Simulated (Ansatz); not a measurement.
# C2H9AlSi: up Jacob's ladder to CCSD(T)

An exercise on one series of results from a longer session: the logs are not shown, and one member is left open.

The runs use Ansatz 0.2.0, Gaussian basis; functionals in def2-TZVPP, the program's frozen cores in correlated methods.

Plan: PBE-D4, r2SCAN-D4, PBE0-D4, B3LYP-D4, ωB97X-V, ωB97M-V, B2PLYP; CCSD(T)/def2-TZVPP; MP2/def2-QZVPP; extrapolation to the limit.

**Structure used throughout**

The geometry comes from an earlier relaxation with PBE0-D4 in a triple-zeta def2 set; it is a stationary point, not always the lowest conformer.

SMILES `C[SiH](C)[AlH2]`, 13 atoms, charge 0, spin multiplicity 1.

Atoms are counted from 1 here; the program's logs count them from 0.

Bond lengths: C1–Si2 1.884 Å, C1–H5 1.092 Å, C1–H6 1.093 Å, C1–H7 1.093 Å, Si2–C3 1.884 Å, Si2–Al4 2.463 Å, Si2–H8 1.501 Å, C3–H9 1.093 Å, C3–H10 1.093 Å, C3–H11 1.092 Å, Al4–H12 1.594 Å, Al4–H13 1.594 Å. Angles: Si2–C1–H5 111.2°, Si2–C1–H6 111.1°, Si2–C1–H7 110.7°, H5–C1–H6 107.8°, H5–C1–H7 108.1°, H6–C1–H7 107.9°, C1–Si2–C3 110.0°, C1–Si2–Al4 112.9°, C1–Si2–H8 107.4°, C3–Si2–Al4 112.9°, C3–Si2–H8 107.4°, Al4–Si2–H8 105.9°, Si2–C3–H9 110.7°, Si2–C3–H10 111.1°, Si2–C3–H11 111.2°, H9–C3–H10 107.9°, H9–C3–H11 108.1°, H10–C3–H11 107.8° and more.

The first run:

Contents of in.yaml:

```yaml
crystal:
  periodic: [false, false, false]
  atoms:
    - {symbol: C, position_ang: [-0.866592, 1.411607, -0.714465]}
    - {symbol: Si, position_ang: [-0.138764, -0.287969, -0.351040]}
    - {symbol: C, position_ang: [1.742156, -0.215025, -0.436240]}
    - {symbol: Al, position_ang: [-0.963971, -1.250244, 1.760545]}
    - {symbol: H, position_ang: [-1.958452, 1.381822, -0.711740]}
    - {symbol: H, position_ang: [-0.550723, 2.142825, 0.033931]}
    - {symbol: H, position_ang: [-0.539375, 1.770086, -1.694100]}
    - {symbol: H, position_ang: [-0.602050, -1.216598, -1.435446]}
    - {symbol: H, position_ang: [2.070386, 0.142991, -1.415706]}
    - {symbol: H, position_ang: [2.144179, 0.462324, 0.321459]}
    - {symbol: H, position_ang: [2.182929, -1.200552, -0.270383]}
    - {symbol: H, position_ang: [-0.100860, -2.306660, 2.585449]}
    - {symbol: H, position_ang: [-2.398563, -0.869507, 2.342438]}
basis:
  gaussian: {orbitals: def2-TZVPP}
hamiltonian: {xc: pbe, dispersion: d4}
output: {forces: true, orbitals: {seedname: orbitals}}
```

On the command line:

```bash
> ansatz run in.yaml --threads 4 --pin off --events-out ev --progress --plain --max-ram 10444MiB
```

Steps of the session up to this table: PBE-D4 (GGA); r2SCAN-D4 (meta-GGA); PBE0-D4 (hybrid); B3LYP-D4 (hybrid); ωB97X-V (range-separated); ωB97M-V (range-separated); B2PLYP (double hybrid); CCSD(T) in def2-TZVPP; MP2 in def2-QZVPP.

One of the session's tables, all rows but one given; the rest of the session is left out.

It belongs to the step «Atomisation energies». 

| method | atomisation energy (kJ/mol) |
| --- | --- |
| PBE-D4 | 4319.1 |
| r2SCAN-D4 | 4323.0 |
| PBE0-D4 | 4302.0 |
| B3LYP-D4 | 4315.2 |
| ωB97X-V | 4336.0 |
| ωB97M-V | 4320.3 |
| B2PLYP | ? |
| HF/def2-TZVPP | 3315.5 |
| MP2/def2-TZVPP | 4216.3 |
| CCSD/def2-TZVPP | 4186.2 |
| CCSD(T)/def2-TZVPP | 4225.3 |
| MP2/CBS | 4310.7 |
| CCSD(T)/CBS | 4319.6 |

**Question.** Estimate the row for B2PLYP.

**Answer.** atomisation energy (kJ/mol): 4262.2. In the column «atomisation energy (kJ/mol)» it lies between CCSD(T)/def2-TZVPP (4225.3) and PBE0-D4 (4302.0).

Limits of these values: Free atoms (2 C, 1 Si, 1 Al, 9 H) were run apart at each level; the atomisation energy is their sum less the molecule, without zero-point or spin-orbit terms.
